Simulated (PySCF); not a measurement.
# The bond of KAl, level by level

The task here is to estimate one member of a computed series from the others.

Computed with PySCF 2.14.0. Level: K jorge-DZP-DKH, Al jorge-DZP-DKH, spin-free X2C with a Gaussian nucleus.

Set-up of the first run:

The job is set up so:

```json
{"atoms": "K, Al", "charge": "0", "basis": "K jorge-DZP-DKH, Al jorge-DZP-DKH", "Hamiltonian": "spin-free X2C with a Gaussian nucleus", "basis functions": "55", "electrons treated": "32", "masses in u": "38.9637, 26.9815", "levels": "PBE0, PBE, r²SCAN, BP86, r²SCAN0, B3LYP, HSE06, HF, MP2, SCS-MP2, CCSD, CCSD(T)", "grid": "80 radial by 434 angular points", "occupations": "held fixed by the projection of orbital angular momentum", "dissociation limit": "K + Al, each in its ground configuration", "starting distance in angstrom": "3.140", "values of 2S to try": "0, 2"}
```

Run with:

```sh
$ OMP_NUM_THREADS=1 python dia.py task.json out
```

Among the steps run: Input; First curve: PBE0; Excited determinants; PBE (GGA); r²SCAN; BP86 (GGA); r²SCAN0; B3LYP; HSE06 (range-separated hybrid); UHF (mean field); MP2 and coupled cluster.

One of the session's tables, all rows but one given; the rest of the session is left out.

```
      level  Re (Å)  ωe (cm⁻¹)  De (eV)
        UHF   3.596      109.8    0.139
    UHF-MP2   3.502      143.3    0.382
UHF-SCS-MP2   3.518      136.1    0.306
   UHF-CCSD       ?          ?        ?
UHF-CCSD(T)   3.508      138.5    0.431
        PBE   3.461      134.9     0.63
       BP86   3.479      130.7     0.58
     r²SCAN   3.462      140.8     0.69
      B3LYP   3.499      125.6    0.433
       PBE0   3.447      138.9     0.58
    r²SCAN0   3.449      141.9     0.63
      HSE06   3.451      137.5     0.59
```

Q: Estimate the row for UHF-CCSD from the others.

As computed: Re (Å): 3.513; ωe (cm⁻¹): 136.8; De (eV): 0.405. In the column «Re (Å)» it lies between UHF-CCSD(T) (3.508) and UHF-SCS-MP2 (3.518).

De is counted to K + Al in their ground configurations.
